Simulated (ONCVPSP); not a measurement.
# Pseudopotential generation for iron: ONCV, LDA (Perdew-Wang 92)

Do these settings give a usable potential? It is generated, then checked for transferability, scattering, ghosts and hardness.

Method: ONCVPSP 4.0.1, LDA (Perdew-Wang 92), scalar-relativistic.

1 further run of the same task is left out (it didn't finish).

## 1. The atom and the settings

The settings as typed:

| Property | Result |
| --- | --- |
| element | iron (Fe, Z = 26) |
| type | optimised norm-conserving Vanderbilt (ONCV) |
| frozen core | [Ne] |
| valence charge | 16 |
| reference configuration | 3s2 3p6 3d6 4s2 |
| partial waves | 3s+4s: rc 1.10 bohr, ncon 4, nbas 8, qcut 9.2 1/bohr, 2 projectors; 3p: rc 0.78 bohr, ncon 4, nbas 8, qcut 11 1/bohr, 2 projectors, debl 1 Ha; 3d: rc 1.16 bohr, ncon 4, nbas 8, qcut 12.9 1/bohr, 2 projectors, debl 1.2 Ha |
| local potential | polynomial inside 0.54 bohr (lpopt 3, dvloc0 2 Ha) |
| core correction | Teter function, fcfact 3, rcfact 1.45 |

The nodes and maxima of the atom's own shells, from an earlier all-electron run, set the scale for the radii.

All-electron outer shells of the reference configuration (LDA (PZ), scalar-relativistic, ld1.x):

| shell | level (eV) | outermost node (bohr) | outermost maximum (bohr) |
| --- | --- | --- | --- |
| 2p | -698.00 | – | 0.18 |
| 3s | -93.51 | 0.33 | 0.70 |
| 3p | -59.93 | 0.30 | 0.72 |
| 3d | -7.75 | – | 0.71 |
| 4s | -5.49 | 1.01 | 2.38 |
| 4p | -1.44 | 1.10 | 3.29 |

## 2. Generating the potential

Fe.dat reads:

```
# ATOM AND REFERENCE CONFIGURATION
# atsym  z   nc   nv     iexc    psfile
  Fe 26.00    3    4  -001012      upf
#
#   n    l    f
    1    0    2.00
    2    0    2.00
    2    1    6.00
    3    0    2.00
    3    1    6.00
    3    2    6.00
    4    0    2.00
#
# PSEUDOPOTENTIAL AND OPTIMIZATION
# lmax
    2
#
#   l,   rc,      ep,       ncon, nbas, qcut
    0    1.10    0.00    4    8    9.20
    1    0.78    0.00    4    8   11.00
    2    1.16    0.00    4    8   12.90
#
# LOCAL POTENTIAL
# lloc, lpopt,  rc(5),   dvloc0
    4    3    0.54    2.00
#
# VANDERBILT-KLEINMAN-BYLANDER PROJECTORs
# l, nproj, debl
    0    2    3.40
    1    2    1.00
    2    2    1.20
#
# MODEL CORE CHARGE
# icmod, fcfact, rcfact
    3    3.00    1.45
#
# LOG DERIVATIVE ANALYSIS
# epsh1, epsh2, depsh
   -5.00    5.00    0.04
#
# OUTPUT GRID
# rlmax, drl
    6.00    0.01
#
# TEST CONFIGURATIONS
# ncnf
    4
# nvcnf
#   n    l    f
    4
    3    0    2.00
    3    1    6.00
    3    2    6.00
    4    0    1.00
#
    4
    3    0    2.00
    3    1    6.00
    3    2    6.00
    4    0    0.00
#
    4
    3    0    2.00
    3    1    6.00
    3    2    5.00
    4    0    0.00
#
    5
    3    0    2.00
    3    1    6.00
    3    2    5.00
    4    0    2.00
    4    1    1.00
#
```

Started as:

```console
$ oncvpsp.x < Fe.dat > Fe.out
```

Before running it: what results should come out? Wanted: cutoffs for 1 and 0.1 mHa per electron, occupied waves; bound ghosts; GHOST(+) flags; largest test error; largest phase difference near zero energy, channels read; rms error of d²Exc/dn², without and with the model core; projector energies reset by the program.

As calculated:

| quantity | value |
| --- | --- |
| cutoffs for 1 and 0.1 mHa per electron, occupied waves | 67 Ha and 262 Ha |
| bound ghosts | none found |
| GHOST(+) flags | s at 375 eV |
| largest test error (AE − PS) | +13 meV, for 3s2 3p6 3d5 4s2 4p1 |
| largest phase difference near zero energy, channels read | 0.000 rad |
| rms error of d²Exc/dn², without and with the model core | 2.58 and 1.03 mHa |
| projector energies reset by the program | p: -2.202, 0.250 Ha |

What this shows: The worst unpolarised test, 3s2 3p6 3d5 4s2 4p1, is off by 13 meV on 8.9 eV; by total energies transferability rates as good. The potential is very hard: the looser tolerance needs 67 Ha. The tighter tolerance needs 262 Ha, and converged work needs a cutoff nearer that. The program's ghost test flags no bound state. Near zero energy the phases of the channels with partial waves agree within 0.001 rad. The program also flags highly localised states, GHOST(+) (s). These are tests on the free atom; a crystal test is still owed.
